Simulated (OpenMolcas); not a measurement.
**Rh²⁺ among point charges: CASSCF levels and susceptibility**

How does a field of 6 point charges split the states of Rh²⁺, and what χT follows?

The numbers are computed with OpenMolcas 26.06 (state-averaged CASSCF, spin-orbit coupling by RASSI with atomic mean-field integrals), except any that are marked as measured or tabulated.

1 further run of the same task is left out (it didn't finish).

## (1) Starting point

* Species: Rh²⁺ (rhodium, Z = 45, 43 electrons)
* Basis: ANO-RCC-VTZP [7s6p4d2f1g], 68 functions
* Scalar Hamiltonian: DKH2, point nucleus
* Inactive shells: 1s 2s 2p 3s 3p 3d 4s 4p
* Active space: 7 electrons in 5 orbitals (4d)
* Some configurations of this space: 4d7
* Orbitals: optimised for each spin and parity, averaged over all roots

The outer shells:

4d7
```
4d [↑↓][↑↓][↑ ][↑ ][↑ ]
```

The ion sits among 6 point charges of -1.7 e arranged as a tetragonal octahedron (D4h), 1.86 Å from the ion, with the axial distance 1.730 Å. The active orbitals were held to one l.

Each step is its own input file, run in one work folder so that later steps find the files of earlier ones. Labels, J, g values, rates, χT and fits are worked out afterwards by a script from the matrices that RASSI stores. The input lists half of the charges; inversion (Group=XYZ) makes the rest.

## (2) GATEWAY and SEWARD: basis and integrals

Contents of a.inp:

```
&GATEWAY
Coord
1

Rh 0.0 0.0 0.0
Basis=ANO-RCC-VTZP
Group=XYZ
NoMove
AngMom=0.0 0.0 0.0
AMFI
XField
3 Angstrom 0
1.860000 0.000000 0.000000 -1.700000
0.000000 1.860000 0.000000 -1.700000
0.000000 0.000000 1.729800 -1.700000
&SEWARD
```

Command:

```console
> OMP_NUM_THREADS=1 MOLCAS_MEM=1689 MOLCAS_PROJECT=a pymolcas a.inp > a.log
```

## (3) Reference wave functions, quartets of even parity, 10 roots

Contents of a.inp:

```
&RASSCF
FileOrb=start.orb
Symmetry=1
Spin=4
nActEl=7 0 0
Inactive=9 9
Ras2=5 0
CIRoot=10 10 1
SDav=10
CIMx=300
Iter=120 100
PrWF=0.3
OrbListing=Nothing
MaxOrb=0
SupSym
1
20 4 5 6 7 8 10 11 12 13 14 18 19 20 21 22 23 24 25 26 27
0
>>> COPY $Project.JobIph JOB001
```

start.orb holds the contracted functions of the basis, ordered by shell, or the orbitals of the step before.

## (4) Reference wave functions, doublets of even parity, 40 roots

Contents of a.inp:

```
&RASSCF
FileOrb=start.orb
Symmetry=1
Spin=2
nActEl=7 0 0
Inactive=9 9
Ras2=5 0
CIRoot=40 40 1
SDav=40
CIMx=300
Iter=120 100
PrWF=0.3
OrbListing=Nothing
MaxOrb=0
SupSym
1
20 4 5 6 7 8 10 11 12 13 14 18 19 20 21 22 23 24 25 26 27
0
>>> COPY $Project.JobIph JOB002
```

## (5) State interaction with spin-orbit coupling

Contents of a.inp:

```
&RASSI
NrOfJobIphs=2 10 40
1 2 3 4 5 6 7 8 9 10
1 2 3 4 5 6 7 8 9 10 11 12 13 14 15 16 17 18 19 20 21 22 23 24 25 26 27
28 29 30 31 32 33 34 35 36 37 38 39 40
IphNames
JOB001
JOB002
EJob
SpinOrbit
DIPRint=1.0
SOCoupling=1000.0
Subsets=2
Property=9
'ANGMOM' 1 'ANGMOM' 2 'ANGMOM' 3 'MLTPL  1' 1 'MLTPL  1' 2 'MLTPL  1' 3
'AMFI' 1 'AMFI' 2 'AMFI' 3
SOProperty=3
'ANGMOM' 1 'ANGMOM' 2 'ANGMOM' 3
```

Q: Predict the outcome of this session. Wanted: spin-free ground state; first state of the same spin within the active space; lowest level; next level.

**Answer**, as computed:

| quantity | value |
| --- | --- |
| method | CASSCF |
| spin-free ground state | 4E, 2-fold in its orbital part |
| first state of the same spin within the active space | 4A2 at 2240 cm⁻¹ |
| lowest level | 2-fold E1/2, g = 1.79, 1.79, 8.48 |
| next level | 634.9 cm⁻¹ |
| χT at 300 K | 3.18 cm³ K/mol |
| effective moment at 300 K | 5.04 μB |

In words: The spin-free ground state (4E) comes to 92 % from free-ion F terms and keeps the highest spin of the shell. χT at 300 K is 3.18, against 1.88 cm³ K/mol for the spin alone, so orbital moment adds to it. An active space of the d shell alone favours high spin; real ions in strong fields can be low spin. The field of point charges can differ much from that of real complexes. With metal d orbitals alone active, the gaps between spin states are rough; where two lie within a few thousand cm-1, their order is open. This is an electrostatic model: the charges have no orbitals.
